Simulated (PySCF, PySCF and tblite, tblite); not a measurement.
**C₅H₄N₂OSe: conformers and averaged spectra**

Which conformers does C₅H₄N₂OSe (`N#CC[Se]c1cnco1`) populate, and what do their averaged NMR parameters look like?

Programs: PySCF 2.14.0 with density-fitted response routines of our own, and tblite 0.8.0. All values are computed, except where a source is named. Atoms count from 0 throughout.

## (1) The starting structure

13 atoms, charge 0, multiplicity 1; geometry from: UFF geometry.

Bonds of the start (Å): C1–C2 1.43, C2–H10 1.09, C2–H9 1.09, C2–Se3 2.01, C4–C5 1.37, C4–O8 1.36, C5–H11 1.08, C5–N6 1.36, C7–H12 1.08, C7–O8 1.33, N0–C1 1.14, N6–C7 1.30, Se3–C4 1.88.

## (2) GFN2-xTB relaxation, conformer 1

Job settings and geometry (Å):

```
{"job": {"xc": "GFN2-xTB", "basis": "xTB", "kind": "relax"}, "charge": 0, "multiplicity": 1}
N      2.363300     0.665700     1.650900
C      2.248600     0.221100     0.603400
C      2.059000    -0.340500    -0.696400
Se     0.563300    -1.677400    -0.651000
C     -0.745800    -0.548000     0.098300
C     -1.000800    -0.078000     1.361000
N     -2.116800     0.695800     1.298100
C     -2.496400     0.662800     0.053400
O     -1.714300    -0.070200    -0.736500
H      2.944000    -0.892000    -1.019600
H      1.803000     0.434200    -1.423600
H     -0.455000    -0.232300     2.276200
H     -3.352500     1.158200    -0.369700
```

The run is started by

```bash
$ OMP_NUM_THREADS=1 python ens_run.py task.json out
```

The driver reads the study from task.json and runs its stages one after another.

The log of the run:

```text
step      E/eV     max force
  0    -701.21231    0.391
  1    -701.21624    0.213
  2    -701.21756    0.115
  3    -701.21778    0.325
  4    -701.21820    0.099
  5    -701.21830    0.017
  6    -701.21831    0.013
  7    -701.21832    0.014
  8    -701.21833    0.011
  9    -701.21834    0.010
 10    -701.21835    0.008
 11    -701.21835    0.005
 12    -701.21835    0.007
 13    -701.21836    0.010
 14    -701.21837    0.014
 15    -701.21839    0.019
 16    -701.21842    0.016
 17    -701.21845    0.018
 18    -701.21850    0.022
 19    -701.21859    0.034
 20    -701.21872    0.049
 21    -701.21887    0.045
 22    -701.21900    0.025
 23    -701.21912    0.030
 24    -701.21928    0.054
 25    -701.21958    0.085
 26    -701.22001    0.100
 27    -701.22049    0.075
 28    -701.22077    0.120
 29    -701.22102    0.097
 30    -701.22152    0.065
 31    -701.22193    0.089
 32    -701.22247    0.090
 33    -701.22298    0.074
 34    -701.22356    0.121
 35    -701.22444    0.083
 36    -701.22516    0.075
 37    -701.22592    0.205
 38    -701.22745    0.115
 39    -701.22864    0.118
 40    -701.23108    0.193
 41    -701.23286    0.104
 42    -701.23525    0.086
 43    -701.23707    0.221
 44    -701.23804    0.095
 45    -701.23895    0.071
 46    -701.23997    0.165
 47    -701.24110    0.200
 48    -701.24314    0.201
 49    -701.24424    0.188
 50    -701.24543    0.105
 51    -701.24610    0.244
 52    -701.24715    0.096
 53    -701.24788    0.078
 54    -701.24897    0.100
 55    -701.24994    0.119
 56    -701.25156    0.127
 57    -701.25316    0.159
 58    -701.25496    0.170
 59    -701.25691    0.174
 60    -701.25921    0.136
 61    -701.26143    0.199
 62    -701.26278    0.103
 63    -701.26442    0.118
 64    -701.26667    0.109
 65    -701.26582    0.308
 66    -701.26954    0.108
 67    -701.27035    0.059
 68    -701.27167    0.095
 69    -701.27229    0.086
 70    -701.27339    0.076
 71    -701.27418    0.215
 72    -701.27467    0.056
 73    -701.27495    0.039
 74    -701.27522    0.028
 75    -701.27536    0.031
 76    -701.27546    0.021
 77    -701.27552    0.021
 78    -701.27557    0.023
 79    -701.27564    0.021
 80    -701.27568    0.015
 81    -701.27571    0.017
 82    -701.27573    0.016
 83    -701.27576    0.015
 84    -701.27579    0.013
 85    -701.27583    0.014
 86    -701.27589    0.019
 87    -701.27600    0.025
 88    -701.27613    0.025
 89    -701.27626    0.022
 90    -701.27635    0.023
 91    -701.27642    0.023
 92    -701.27652    0.026
 93    -701.27667    0.032
 94    -701.27688    0.046
 95    -701.27711    0.047
 96    -701.27731    0.032
 97    -701.27745    0.028
 98    -701.27753    0.018
 99    -701.27757    0.018
100    -701.27759    0.010
101    -701.27759    0.013
102    -701.27760    0.009
103    -701.27761    0.007
104    -701.27761    0.006
105    -701.27762    0.009
106    -701.27763    0.010
107    -701.27764    0.017
108    -701.27765    0.025
109    -701.27767    0.031
110    -701.27769    0.028
111    -701.27771    0.016
112    -701.27772    0.005
113    -701.27772    0.005
114    -701.27773    0.005
115    -701.27773    0.005
116    -701.27774    0.004
```

It took 0.58 s on 1 thread of Arm Neoverse V2, shared host.

The energy fell by 0.065 eV, and the atoms moved 0.93 Å (root mean square).

**GFN2-xTB relaxation, conformer 2**

Job settings and geometry (Å):

```
{"job": {"xc": "GFN2-xTB", "basis": "xTB", "kind": "relax"}, "charge": 0, "multiplicity": 1}
N      1.864300    -2.557000    -0.102400
C      1.959900    -1.397600    -0.121100
C      2.110900     0.052300    -0.120800
Se     1.146100     0.836000     1.381200
C     -0.563600     0.460900     0.605200
C     -1.275100     1.287800    -0.243000
N     -2.416700     0.676700    -0.587700
C     -2.347200    -0.502800     0.072200
O     -1.246200    -0.638600     0.772900
H      1.696400     0.459800    -1.072100
H      3.173400     0.317500    -0.046700
H     -0.976200     2.267600    -0.580300
H     -3.130400    -1.262100     0.025100
```

The log of the run:

```text
step      E/eV     max force
  0    -700.94635    2.583
  1    -701.00085    7.068
  2    -701.05652    3.237
  3    -701.14159    1.123
  4    -701.15796    0.447
  5    -701.16242    0.216
  6    -701.16928    0.284
  7    -701.17643    0.419
  8    -701.18217    0.323
  9    -701.18689    0.199
 10    -701.19024    0.154
 11    -701.19235    0.162
 12    -701.19341    0.084
 13    -701.19399    0.076
 14    -701.19454    0.092
 15    -701.19530    0.128
 16    -701.19622    0.113
 17    -701.19719    0.114
 18    -701.19829    0.118
 19    -701.19975    0.159
 20    -701.20152    0.178
 21    -701.20310    0.127
 22    -701.20404    0.062
 23    -701.20453    0.061
 24    -701.20494    0.059
 25    -701.20530    0.066
 26    -701.20560    0.067
 27    -701.20595    0.069
 28    -701.20653    0.086
 29    -701.20743    0.114
 30    -701.20850    0.099
 31    -701.20944    0.073
 32    -701.21013    0.054
 33    -701.21077    0.076
 34    -701.21159    0.089
 35    -701.21246    0.074
 36    -701.21323    0.086
 37    -701.21402    0.106
 38    -701.21477    0.096
 39    -701.21524    0.060
 40    -701.21556    0.056
 41    -701.21586    0.065
 42    -701.21621    0.088
 43    -701.21660    0.082
 44    -701.21685    0.050
 45    -701.21701    0.030
 46    -701.21701    0.030
 47    -701.21706    0.044
 48    -701.21718    0.073
 49    -701.21725    0.026
 50    -701.21734    0.051
 51    -701.21756    0.103
 52    -701.21782    0.117
 53    -701.21808    0.078
 54    -701.21826    0.040
 55    -701.21842    0.047
 56    -701.21864    0.077
 57    -701.21897    0.090
 58    -701.21943    0.066
 59    -701.21995    0.082
 60    -701.22050    0.087
 61    -701.22105    0.084
 62    -701.22155    0.088
 63    -701.22198    0.055
 64    -701.22236    0.048
 65    -701.22272    0.054
 66    -701.22308    0.068
 67    -701.22340    0.050
 68    -701.22366    0.046
 69    -701.22386    0.050
 70    -701.22404    0.048
 71    -701.22421    0.040
 72    -701.22436    0.033
 73    -701.22450    0.035
 74    -701.22464    0.038
 75    -701.22480    0.043
 76    -701.22496    0.031
 77    -701.22511    0.030
 78    -701.22523    0.028
 79    -701.22536    0.045
 80    -701.22552    0.041
 81    -701.22569    0.037
 82    -701.22584    0.033
 83    -701.22598    0.034
 84    -701.22609    0.038
 85    -701.22618    0.022
 86    -701.22625    0.025
 87    -701.22631    0.025
 88    -701.22638    0.026
 89    -701.22647    0.038
 90    -701.22660    0.045
 91    -701.22675    0.040
 92    -701.22696    0.040
 93    -701.22723    0.050
 94    -701.22752    0.075
 95    -701.22777    0.069
 96    -701.22795    0.052
 97    -701.22811    0.038
 98    -701.22825    0.033
 99    -701.22839    0.078
100    -701.22852    0.060
101    -701.22864    0.027
102    -701.22874    0.027
103    -701.22888    0.045
104    -701.22899    0.041
105    -701.22906    0.025
106    -701.22910    0.017
107    -701.22914    0.025
108    -701.22917    0.031
109    -701.22918    0.009
110    -701.22919    0.014
111    -701.22920    0.013
112    -701.22920    0.008
113    -701.22920    0.007
114    -701.22920    0.004
115    -701.22921    0.003
```

Wall time 0.58 s (1 thread of Arm Neoverse V2, shared host).

The energy fell by 0.283 eV, and the atoms moved 0.35 Å (root mean square).

**GFN2-xTB relaxation, conformer 3**

Job settings and geometry (Å):

```
{"job": {"xc": "GFN2-xTB", "basis": "xTB", "kind": "relax"}, "charge": 0, "multiplicity": 1}
N      4.390100    -0.569500    -0.293100
C      3.249900    -0.299100    -0.279000
C      1.839600     0.025800    -0.237300
Se     0.890800    -1.239400     0.881000
C     -0.783600    -0.370800     0.577000
C     -1.675200    -0.643400    -0.444200
N     -2.721700     0.192600    -0.332300
C     -2.416500     0.941100     0.760400
O     -1.264400     0.602800     1.293500
H      1.419500    -0.015200    -1.268000
H      1.699200     1.052500     0.163500
H     -1.564400    -1.397800    -1.209800
H     -3.067900     1.721000     1.149600
```

The log of the run:

```text
step      E/eV     max force
  0    -700.83541    3.503
  1    -700.75998   11.188
  2    -701.02079    2.572
  3    -701.07630    1.622
  4    -701.10535    0.273
  5    -701.10966    0.231
  6    -701.11528    0.238
  7    -701.12186    0.201
  8    -701.12654    0.209
  9    -701.13159    0.187
 10    -701.13591    0.158
 11    -701.13907    0.166
 12    -701.14086    0.108
 13    -701.14193    0.081
 14    -701.14278    0.084
 15    -701.14357    0.086
 16    -701.14408    0.056
 17    -701.14436    0.043
 18    -701.14455    0.032
 19    -701.14455    0.032
 20    -701.14463    0.026
 21    -701.14471    0.136
 22    -701.14477    0.117
 23    -701.14485    0.048
 24    -701.14494    0.030
 25    -701.14512    0.074
 26    -701.14531    0.089
 27    -701.14557    0.073
 28    -701.14586    0.049
 29    -701.14615    0.059
 30    -701.14640    0.076
 31    -701.14663    0.056
 32    -701.14683    0.034
 33    -701.14699    0.035
 34    -701.14713    0.045
 35    -701.14730    0.054
 36    -701.14755    0.067
 37    -701.14786    0.061
 38    -701.14812    0.049
 39    -701.14827    0.039
 40    -701.14839    0.029
 41    -701.14848    0.022
 42    -701.14856    0.023
 43    -701.14860    0.020
 44    -701.14864    0.017
 45    -701.14869    0.020
 46    -701.14875    0.019
 47    -701.14879    0.016
 48    -701.14882    0.016
 49    -701.14886    0.016
 50    -701.14890    0.021
 51    -701.14895    0.024
 52    -701.14900    0.022
 53    -701.14903    0.013
 54    -701.14906    0.012
 55    -701.14907    0.012
 56    -701.14908    0.009
 57    -701.14908    0.008
 58    -701.14909    0.009
 59    -701.14910    0.014
 60    -701.14912    0.017
 61    -701.14914    0.015
 62    -701.14917    0.017
 63    -701.14922    0.027
 64    -701.14929    0.037
 65    -701.14937    0.038
 66    -701.14945    0.029
 67    -701.14954    0.026
 68    -701.14965    0.043
 69    -701.14991    0.092
 70    -701.15054    0.218
 71    -701.15143    0.243
 72    -701.15308    0.130
 73    -701.14674    0.546
 74    -701.15675    0.116
 75    -701.15830    0.065
 76    -701.15918    0.252
 77    -701.16144    0.081
 78    -701.16257    0.088
 79    -701.15869    0.528
 80    -701.16630    0.077
 81    -701.16812    0.101
 82    -701.16282    0.590
 83    -701.17111    0.073
 84    -701.17268    0.101
 85    -701.16428    0.688
 86    -701.17496    0.069
 87    -701.17610    0.087
 88    -701.17399    0.419
 89    -701.17804    0.075
 90    -701.17870    0.074
 91    -701.17940    0.195
 92    -701.18011    0.050
 93    -701.18051    0.039
 94    -701.18106    0.047
 95    -701.18136    0.041
 96    -701.18178    0.061
 97    -701.18225    0.054
 98    -701.18275    0.070
 99    -701.18318    0.074
100    -701.18382    0.057
101    -701.18444    0.060
102    -701.18509    0.069
103    -701.18554    0.041
104    -701.18569    0.065
105    -701.18588    0.026
106    -701.18596    0.026
107    -701.18610    0.025
108    -701.18618    0.030
109    -701.18628    0.027
110    -701.18635    0.016
111    -701.18640    0.018
112    -701.18642    0.015
113    -701.18644    0.014
114    -701.18648    0.017
115    -701.18654    0.020
116    -701.18662    0.021
117    -701.18670    0.022
118    -701.18680    0.028
119    -701.18696    0.044
120    -701.18721    0.064
121    -701.18760    0.072
122    -701.18815    0.060
123    -701.18887    0.086
124    -701.18978    0.082
125    -701.19079    0.125
126    -701.19191    0.095
127    -701.19059    0.610
128    -701.19325    0.094
129    -701.19354    0.067
130    -701.19470    0.074
131    -701.19441    0.270
132    -701.19612    0.066
133    -701.19675    0.060
134    -701.19734    0.375
135    -701.19833    0.057
136    -701.19873    0.085
137    -701.19906    0.167
138    -701.19937    0.094
139    -701.19987    0.048
140    -701.20029    0.046
141    -701.20064    0.079
142    -701.20085    0.043
143    -701.20105    0.070
144    -701.20127    0.051
145    -701.20144    0.091
146    -701.20158    0.040
147    -701.20170    0.040
148    -701.20186    0.054
149    -701.20197    0.031
150    -701.20207    0.027
151    -701.20214    0.026
152    -701.20221    0.057
153    -701.20225    0.025
154    -701.20229    0.016
155    -701.20233    0.021
156    -701.20236    0.029
157    -701.20240    0.043
158    -701.20247    0.054
159    -701.20260    0.060
160    -701.20275    0.047
161    -701.20280    0.043
162    -701.20286    0.078
163    -701.20296    0.032
164    -701.20301    0.016
165    -701.20305    0.026
166    -701.20308    0.027
167    -701.20310    0.013
168    -701.20311    0.007
169    -701.20311    0.007
170    -701.20312    0.005
171    -701.20312    0.003
```

Wall time 0.9 s (1 thread of Arm Neoverse V2, shared host).

Relaxing gained 0.368 eV and moved the atoms by 0.85 Å on average (rms).

## (3) Shieldings, conformer 1: WP04/pcSseg-1 in water

Job settings and geometry (Å):

```
{"job": {"xc": "WP04", "basis": "pcSseg-1", "solvent": "water", "kind": "nmr", "pop": true}, "charge": 0, "multiplicity": 1}
N      2.391314    -0.637600     2.050699
C      2.276728    -0.472377     0.925502
C      2.115928    -0.272129    -0.482731
Se     0.522618    -1.254265    -1.158392
C     -0.758211    -0.269768    -0.202554
C     -0.759967     0.736276     0.724218
N     -2.055523     1.023599     1.021615
C     -2.766313     0.222130     0.303944
O     -2.042849    -0.597558    -0.471028
H      2.974035    -0.676279    -1.023872
H      1.984748     0.787229    -0.715185
H      0.052105     1.247729     1.195684
H     -3.835095     0.162359     0.276701
```

The log of the run:

```text
coarse grid: 58544 points
cycle   1  E = -2799.2790713734  dE =  6.627e-01  |g| = 9.751e-01  |ddm| = 3.800e+00
cycle   2  E = -2798.8743915853  dE =  4.047e-01  |g| = 1.642e+00  |ddm| = 1.823e+00
cycle   3  E = -2799.4159842809  dE = -5.416e-01  |g| = 3.606e-01  |ddm| = 1.295e+00
cycle   4  E = -2799.4387539820  dE = -2.277e-02  |g| = 1.759e-01  |ddm| = 2.979e-01
cycle   5  E = -2799.4449643398  dE = -6.210e-03  |g| = 3.707e-02  |ddm| = 1.228e-01
cycle   6  E = -2799.4452258927  dE = -2.616e-04  |g| = 8.437e-03  |ddm| = 3.079e-02
cycle   7  E = -2799.4452389418  dE = -1.305e-05  |g| = 5.223e-03  |ddm| = 1.201e-02
cycle   8  E = -2799.4452436374  dE = -4.696e-06  |g| = 1.252e-03  |ddm| = 3.922e-03
final grid: 123800 points
cycle   9  E = -2799.4452402959  dE =  1.080e-06  |g| = 2.581e-03  |ddm| = 3.185e-03
cycle  10  E = -2799.4452349239  dE =  5.372e-06  |g| = 5.631e-03  |ddm| = 5.684e-03
cycle  11  E = -2799.4452417215  dE = -6.798e-06  |g| = 2.804e-04  |ddm| = 3.820e-03
cycle  12  E = -2799.4452417388  dE = -1.735e-08  |g| = 3.783e-05  |ddm| = 2.600e-04
cycle  13  E = -2799.4452417390  dE = -2.037e-10  |g| = 2.162e-05  |ddm| = 3.717e-05
converged SCF energy = -2799.4452417390

GIAO shielding tensors (ppm)
atom      isotropic    diamagn.    paramagn.     s11        s22        s33       span
  0 N      -21.655     342.151    -363.806   -182.068   -167.878    284.980    467.048
  1 C       52.768     262.846    -210.077    -73.201    -60.880    292.387    365.588
  2 C      155.113     252.093     -96.980    141.219    155.009    169.113     27.894
  3 Se    1141.630    3003.139   -1861.509    652.572   1228.479   1543.838    891.265
  4 C       16.684     262.759    -246.075    -50.685     22.706     78.031    128.716
  5 C       40.283     256.301    -216.018    -44.726     48.441    117.135    161.861
  6 N      -38.195     333.908    -372.104   -228.324   -112.949    226.687    455.011
  7 C       14.117     253.262    -239.144    -59.654     26.568     75.437    135.091
  8 O        5.557     401.758    -396.202   -131.421    -48.416    196.507    327.928
  9 H       28.330      25.008       3.322     22.374     26.212     36.404     14.030
 10 H       27.810      30.417      -2.607     23.045     26.030     34.356     11.310
 11 H       24.557      35.899     -11.342     20.606     23.728     29.336      8.731
 12 H       23.877      28.014      -4.138     20.220     24.489     26.922      6.702
```

Run time: 26 s. Hardware: 1 thread of Arm Neoverse V2, shared host; peak memory 0.95 GiB.

In short: HOMO -7.63 eV, LUMO -3.20 eV; dipole 5.54 D.

## (4) Single-point energy, conformer 1: B3LYP/def2-SVP in water

Changed since step 3:

```diff
@@ -1,2 +1,2 @@
-{"job": {"xc": "WP04", "basis": "pcSseg-1", "solvent": "water", "kind": "nmr", "pop": true}, "charge": 0, "multiplicity": 1}
+{"job": {"xc": "B3LYP", "basis": "def2-SVP", "solvent": "water", "kind": "sp"}, "charge": 0, "multiplicity": 1}
 N      2.391314    -0.637600     2.050699
```

The log of the run:

```text
coarse grid: 58544 points
cycle   1  E = -2778.5482352993  dE =  7.663e-01  |g| = 6.367e-01  |ddm| = 4.501e+00
cycle   2  E = -2778.3553948072  dE =  1.928e-01  |g| = 1.135e+00  |ddm| = 1.404e+00
cycle   3  E = -2778.6278581403  dE = -2.725e-01  |g| = 1.722e-01  |ddm| = 9.096e-01
cycle   4  E = -2778.6332131749  dE = -5.355e-03  |g| = 7.412e-02  |ddm| = 1.664e-01
cycle   5  E = -2778.6343635302  dE = -1.150e-03  |g| = 1.200e-02  |ddm| = 6.037e-02
cycle   6  E = -2778.6343881622  dE = -2.463e-05  |g| = 6.066e-03  |ddm| = 1.541e-02
cycle   7  E = -2778.6343959556  dE = -7.793e-06  |g| = 1.600e-03  |ddm| = 6.339e-03
final grid: 123800 points
cycle   8  E = -2778.6343733066  dE =  1.353e-06  |g| = 2.956e-03  |ddm| = 4.098e-03
cycle   9  E = -2778.6343677098  dE =  5.597e-06  |g| = 5.824e-03  |ddm| = 7.228e-03
cycle  10  E = -2778.6343752639  dE = -7.554e-06  |g| = 2.611e-04  |ddm| = 4.747e-03
cycle  11  E = -2778.6343752803  dE = -1.635e-08  |g| = 7.692e-05  |ddm| = 3.020e-04
cycle  12  E = -2778.6343752815  dE = -1.285e-09  |g| = 1.129e-05  |ddm| = 6.118e-05
cycle  13  E = -2778.6343752816  dE = -2.092e-11  |g| = 2.624e-06  |ddm| = 1.225e-05
converged SCF energy = -2778.6343752816
```

Wall time 10 s (1 thread of Arm Neoverse V2, shared host); peak memory 0.77 GiB.

In short: HOMO -6.10 eV, LUMO -1.02 eV; dipole 5.13 D.

## (5) Shieldings, conformer 2: WP04/pcSseg-1 in water

Job settings and geometry (Å):

```
{"job": {"xc": "WP04", "basis": "pcSseg-1", "solvent": "water", "kind": "nmr", "pop": false}, "charge": 0, "multiplicity": 1}
N      1.293596    -2.359972    -0.385917
C      1.741767    -1.317577    -0.244588
C      2.256762     0.003517    -0.067838
Se     1.146975     1.007305     1.268696
C     -0.534571     0.627151     0.508689
C     -1.401986     1.303809    -0.302182
N     -2.480792     0.509420    -0.523565
C     -2.244656    -0.577433     0.138883
O     -1.089175    -0.575783     0.794359
H      2.235024     0.557106    -1.009638
H      3.268973    -0.020491     0.340730
H     -1.317090     2.282795    -0.725758
H     -2.879214    -1.439361     0.190401
```

The log of the run:

```text
coarse grid: 58544 points
cycle   1  E = -2799.2859229784  dE =  6.477e-01  |g| = 9.674e-01  |ddm| = 3.811e+00
cycle   2  E = -2798.8999828139  dE =  3.859e-01  |g| = 1.618e+00  |ddm| = 1.778e+00
cycle   3  E = -2799.4197710980  dE = -5.198e-01  |g| = 3.526e-01  |ddm| = 1.250e+00
cycle   4  E = -2799.4411926185  dE = -2.142e-02  |g| = 1.773e-01  |ddm| = 2.932e-01
cycle   5  E = -2799.4474721636  dE = -6.280e-03  |g| = 3.732e-02  |ddm| = 1.204e-01
cycle   6  E = -2799.4477345852  dE = -2.624e-04  |g| = 8.898e-03  |ddm| = 3.002e-02
cycle   7  E = -2799.4477475471  dE = -1.296e-05  |g| = 5.750e-03  |ddm| = 1.205e-02
cycle   8  E = -2799.4477536982  dE = -6.151e-06  |g| = 1.500e-03  |ddm| = 4.484e-03
final grid: 123800 points
cycle   9  E = -2799.4477579668  dE =  1.414e-06  |g| = 3.001e-03  |ddm| = 4.099e-03
cycle  10  E = -2799.4477505203  dE =  7.447e-06  |g| = 6.540e-03  |ddm| = 6.693e-03
cycle  11  E = -2799.4477598758  dE = -9.356e-06  |g| = 5.640e-04  |ddm| = 4.573e-03
cycle  12  E = -2799.4477599389  dE = -6.310e-08  |g| = 9.765e-05  |ddm| = 4.471e-04
cycle  13  E = -2799.4477599410  dE = -2.017e-09  |g| = 2.229e-05  |ddm| = 7.675e-05
cycle  14  E = -2799.4477599411  dE = -9.686e-11  |g| = 6.921e-06  |ddm| = 1.767e-05
converged SCF energy = -2799.4477599411

GIAO shielding tensors (ppm)
atom      isotropic    diamagn.    paramagn.     s11        s22        s33       span
  0 N      -24.158     343.239    -367.397   -182.384   -170.297    280.207    462.590
  1 C       52.155     263.578    -211.423    -73.997    -60.861    291.324    365.320
  2 C      150.213     251.238    -101.025    128.825    154.344    167.468     38.643
  3 Se    1243.644    3002.237   -1758.593    874.811   1133.322   1722.799    847.988
  4 C       18.919     261.524    -242.605    -47.550     32.234     72.073    119.623
  5 C       28.001     256.045    -228.044    -62.885     34.762    112.127    175.012
  6 N      -42.143     335.357    -377.500   -231.320   -114.628    219.520    450.839
  7 C       10.272     254.124    -243.853    -64.487     16.603     78.699    143.186
  8 O      -16.103     403.370    -419.473   -167.887    -67.190    186.767    354.655
  9 H       27.975      29.410      -1.436     22.461     26.862     34.601     12.140
 10 H       28.811      25.252       3.559     23.260     26.094     37.079     13.820
 11 H       24.091      32.770      -8.679     21.247     22.759     28.267      7.020
 12 H       23.719      29.730      -6.011     19.997     24.278     26.882      6.885
```

It took 25 s on 1 thread of Arm Neoverse V2, shared host; peak memory 1.1 GiB.

In short: HOMO -8.23 eV, LUMO -3.44 eV; dipole 4.73 D.

[end of part 1 of 2]
